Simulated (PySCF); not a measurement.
# Cl2CuF4Mn ([F2Mn(mu-Cl)2CuF2]-): the cost of one run

Computed with PySCF 2.14.0 and routines of our own; the level stands in each step. Atoms count from 0.

## (1) The system as given

8 atoms, charge -1, high-spin multiplicity 6; geometry from: idealised, bond lengths from ionic radii.

The system (edge-sharing dimer): [F2Mn(mu-Cl)2CuF2]-. The metals (Mn(III), Cu(II)) are 3.22 Å apart; the bridge angle is 89°; the spin sites are atom 0 (4 unpaired) and atom 1 (1 unpaired).

## (2) Magnetic exchange: PBE0/def2-SVP in water

The job: settings as JSON, then the geometry in Å.

```
{"job": {"kind": "bs", "xc": "PBE0", "basis": "def2-SVP", "grid": 1, "solvent": "water"}, "charge": -1, "high_spin_multiplicity": 6, "spin_sites": [[[0], 4], [[1], 1]]}
Mn    -1.608300     0.000000     0.000000
Cu     1.608500     0.000000     0.000000
Cl    -0.031700     1.639300     0.000000
Cl    -0.031700    -1.639300     0.000000
F     -2.886700    -1.316300     0.000000
F     -2.886700     1.316300    -0.000000
F      2.918300    -1.348600     0.000000
F      2.918300     1.348600    -0.000000
```

Method: PBE0/def2-SVP high-spin and broken-symmetry single points, IEF-PCM water.

On the command line:

```
OMP_NUM_THREADS=1 python exch_run.py task.json out
```

The driver reads the jobs from task.json and runs them one after another.

**Question.** How long does this first job take on 1 thread of Arm Neoverse N1, shared host, and how much memory does it need?

About 2.1 min, with a peak of 0.56 GiB.
